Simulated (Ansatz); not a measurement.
# H4NSiTe+: functionals against CCSD(T) at one geometry

The atoms stand at a structure displaced at random from a GFN2-xTB minimum. How far do the functionals agree with CCSD(T) there?

Computed with Ansatz 0.2.0, Gaussian basis. Level: single points in def2-TZVPP.

Correlated methods freeze the cores. Filled d shells of the heavier atoms are correlated. Core potentials replace the inner electrons past krypton, and spin-orbit coupling is left out.

## 1. Where the work starts

SMILES `N[Te][SiH2+]`, 7 atoms, charge 1, spin multiplicity 1.

Atoms are counted from 1 here; the program's logs count them from 0.

Bond lengths: N1–Te2 2.058 Å, N1–H4 1.035 Å, N1–H5 0.994 Å, Te2–Si3 2.465 Å, Si3–H6 1.451 Å, Si3–H7 1.486 Å. Angles: Te2–N1–H4 110.0°, Te2–N1–H5 112.4°, H4–N1–H5 104.0°, N1–Te2–Si3 87.1°, Te2–Si3–H6 125.1°, Te2–Si3–H7 127.5°, H6–Si3–H7 107.2°.

Geometry (Å):

```xyz
7

N    -1.1648    0.0517   -0.9867
Te   -0.8905   -1.1157    0.6860
Si    1.2742    0.0268    0.9761
H    -1.3207   -0.5483   -1.8152
H    -1.9883    0.6051   -0.9314
H     1.5149    1.1419    1.8725
H     2.5274   -0.2002    0.2104
```

## 2. CCSD(T)/def2-TZVPP

The input, run/in.yaml:

```yaml
crystal:
  periodic: [false, false, false]
  atoms:
    - {symbol: N, position_ang: [-1.164800, 0.051700, -0.986700]}
    - {symbol: Te, position_ang: [-0.890500, -1.115700, 0.686000]}
    - {symbol: Si, position_ang: [1.274200, 0.026800, 0.976100]}
    - {symbol: H, position_ang: [-1.320700, -0.548300, -1.815200]}
    - {symbol: H, position_ang: [-1.988300, 0.605100, -0.931400]}
    - {symbol: H, position_ang: [1.514900, 1.141900, 1.872500]}
    - {symbol: H, position_ang: [2.527400, -0.200200, 0.210400]}
basis:
  gaussian: {orbitals: def2-TZVPP}
total_charge: 1
correlation: {method: ccsd_t}
output: {forces: true}
```

The command line of these runs was not kept.

## 3. PBE0-D4/def2-TZVPP

Changes to run/in.yaml since step 2:

```diff
@@ -13,3 +13,3 @@
 total_charge: 1
-correlation: {method: ccsd_t}
-output: {forces: true}
+hamiltonian: {xc: pbe0, dispersion: d4}
+output: {forces: true, orbitals: {seedname: orbitals}}
```

## 4. wB97M-V/def2-TZVPP

Changes to run/in.yaml since step 3:

```diff
@@ -13,3 +13,3 @@
 total_charge: 1
-hamiltonian: {xc: pbe0, dispersion: d4}
-output: {forces: true, orbitals: {seedname: orbitals}}
+hamiltonian: {xc: {name: wB97M-V}}
+output: {forces: true}
```

## 5. r2SCAN-D4/def2-TZVPP

Changes to run/in.yaml since step 4:

```diff
@@ -13,3 +13,3 @@
 total_charge: 1
-hamiltonian: {xc: {name: wB97M-V}}
+hamiltonian: {xc: r2scan, dispersion: d4}
 output: {forces: true}
```

## 6. PBE-D4/def2-TZVPP

Changes to run/in.yaml since step 5:

```diff
@@ -13,3 +13,3 @@
 total_charge: 1
-hamiltonian: {xc: r2scan, dispersion: d4}
+hamiltonian: {xc: pbe, dispersion: d4}
 output: {forces: true}
```

## 7. B97M-V/def2-TZVPP

Changes to run/in.yaml since step 6:

```diff
@@ -13,3 +13,3 @@
 total_charge: 1
-hamiltonian: {xc: pbe, dispersion: d4}
+hamiltonian: {xc: {name: B97M-V}}
 output: {forces: true}
```

## 8. wB97X-V/def2-TZVPP

Changes to run/in.yaml since step 7:

```diff
@@ -13,3 +13,3 @@
 total_charge: 1
-hamiltonian: {xc: {name: B97M-V}}
+hamiltonian: {xc: {name: wB97X-V}}
 output: {forces: true}
```

(Steps that only read results are left out.)

What does the calculation give? Wanted: energy less free atoms, CCSD(T)/def2-TZVPP; RMS force component; RMS force error; HOMO and LUMO, PBE0-D4; T1 diagnostic.

The runs gave:

| quantity | value |
| --- | --- |
| energy less free atoms, CCSD(T)/def2-TZVPP | -1049.4 kJ/mol |
| RMS force component | 0.564 to 0.639 eV/Å over the methods |
| RMS force error | PBE0-D4 0.094, wB97M-V 0.095, r2SCAN-D4 0.064, PBE-D4 0.186, B97M-V 0.107, wB97X-V 0.115 eV/Å |
| HOMO and LUMO, PBE0-D4 | -11.80 and -9.13 eV |
| T1 diagnostic | 0.016 |

In words: Against CCSD(T) the functionals' energies less atoms differ by -112.4 to -50.8 kJ/mol, PBE-D4 by -112.4 kJ/mol. CCSD(T) in triple zeta still lacks some correlation energy of the bonds, so part of these gaps is its own basis error and they don't rank the functionals. For forces r2SCAN-D4 does best and PBE-D4 worst. Frozen-core CCSD(T) forces in triple zeta carry basis errors of their own, and this is one geometry, so small gaps rank nothing.
